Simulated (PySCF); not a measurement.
# C₆H₅NO: geometry, NMR shifts, spin-spin couplings and electronic excitations

What NMR shifts, spin-spin couplings and electronic excitations should C₆H₅NO (`C#C/C(=C\C#N)OC`) show?

Computed with PySCF 2.14.0, with density-fitted response routines of our own, on a single molecule in the gas phase. Atoms are numbered from 0 throughout.

### 1 Starting geometry

13 atoms, charge 0, multiplicity 1; geometry from: GFN2-xTB.

Bonds of the start (Å): C0–C1 1.20, C1–C2 1.42, C2–C3 1.35, C3–C4 1.40, C4–N5 1.15, C2–O6 1.35, O6–C7 1.41, C0–H8 1.05, C3–H9 1.08, C7–H10 1.09, C7–H11 1.09, C7–H12 1.09.

### 2 Relaxing the molecule at PBE0-D3(BJ)/def2-SVP

Job settings and geometry (Å):

```
{"job": {"xc": "PBE0", "basis": "def2-SVP", "d3": "d3bj", "grid": 1, "kind": "geom"}, "charge": 0, "multiplicity": 1}
C      1.135563     1.180190     1.445693
C      0.634467     0.435954     0.646964
C      0.019600    -0.425371    -0.297395
C      0.670238    -1.524036    -0.746459
C      1.955507    -1.857935    -0.311074
N      3.011215    -2.153403     0.032622
O     -1.222146    -0.155579    -0.757618
C     -1.866918     0.996913    -0.264679
H      1.601957     1.809917     2.143626
H      0.200621    -2.177834    -1.466281
H     -2.838033     1.025471    -0.755309
H     -1.303483     1.902787    -0.507293
H     -2.002977     0.943413     0.819476
```

**Question.** This job is followed by: GIAO PBE0/pcSseg-1 NMR shielding, non-relativistic, gas phase; B3LYP/pcJ-1 indirect spin-spin coupling, non-relativistic, gas phase; TDDFT wB97X-D/def2-SVPD, vertical, gas phase, core orbitals frozen in the response; GIAO mPW1PW91/pcSseg-2 NMR shielding, non-relativistic, gas phase. What will the session give for the following? point group; rotational constants (main isotopes); 13C shifts against TMS (PBE0/pcSseg-1); 1H shifts against TMS (PBE0/pcSseg-1, means over atoms taken as alike); 15N shifts against NH3 (PBE0/pcSseg-1); 17O shifts against H2O (PBE0/pcSseg-1); largest coupling of the table (B3LYP/pcJ-1); lowest singlet (wB97X-D/def2-SVPD); lowest triplet; vertical ionisation energy (ΔSCF); vertical electron affinity (ΔSCF); range of the shift of O6.

As calculated:

| quantity | value |
| --- | --- |
| point group | Cs |
| rotational constants (main isotopes) | 3.85, 1.41, 1.04 GHz |
| 13C shifts against TMS (PBE0/pcSseg-1) | 160.4, 120.7, 101.9, 92.5, 75.5, 57.0 ppm |
| 1H shifts against TMS (PBE0/pcSseg-1, means over atoms taken as alike) | 5.11, 3.84, 3.74 ppm |
| 15N shifts against NH3 (PBE0/pcSseg-1) | 333.2 ppm |
| 17O shifts against H2O (PBE0/pcSseg-1) | 123.0 ppm |
| largest coupling of the table (B3LYP/pcJ-1) | 1J(C,H) C0–H8, 281.7 Hz |
| lowest singlet (wB97X-D/def2-SVPD) | 4.86 eV (255 nm), f = 0.390 |
| lowest triplet | 2.83 eV |
| vertical ionisation energy (ΔSCF) | 8.96 eV |
| vertical electron affinity (ΔSCF) | 0.19 eV |
| range of the shift of O6 | 116.8 to 123.0 ppm |

**Reading.** Over 4 steps the energy fell by 0.063 eV; of the close pairs, C0–H8 changed most, 1.049 to 1.075 Å. C2 (alkene carbon bearing oxygen) lies farthest downfield among carbon, at 160.4 ppm; an sp2 carbon further deshielded by the attached heteroatom. H9 (hydrogen on a β carbon of an enol-ether or enamine type C=C) lies farthest downfield among hydrogen, at 5.11 ppm; attached to an sp2 carbon and in the plane of the double bond. At PBE0/pcSseg-1: The largest span, 442 ppm, is at N5, where the paramagnetic term is -407 ppm. In the run at B3LYP/pcJ-1, the largest coupling of the table is C0–H8, 281.7 Hz, of which the Fermi-contact term gives 283.0 Hz. Couplings across rotatable bonds belong to this one conformer; where others are populated, the observed values are averages. The lowest singlet, at 4.86 eV, is HOMO→LUMO 0.95 and is bright. The lowest triplet lies 2.03 eV below the lowest singlet (triplets in Tamm-Dancoff, singlets in full TDDFT). ΔSCF puts the ionisation energy at 8.96 eV, 0.15 eV above −ε(HOMO). In ppm, O6 moves most: its shift spreads over 6.2 ppm, from 116.8 (mPW1PW91/pcSseg-2) to 123.0 (PBE0/pcSseg-1). Most of that comes from the computed reference, not from the atom's own shielding.
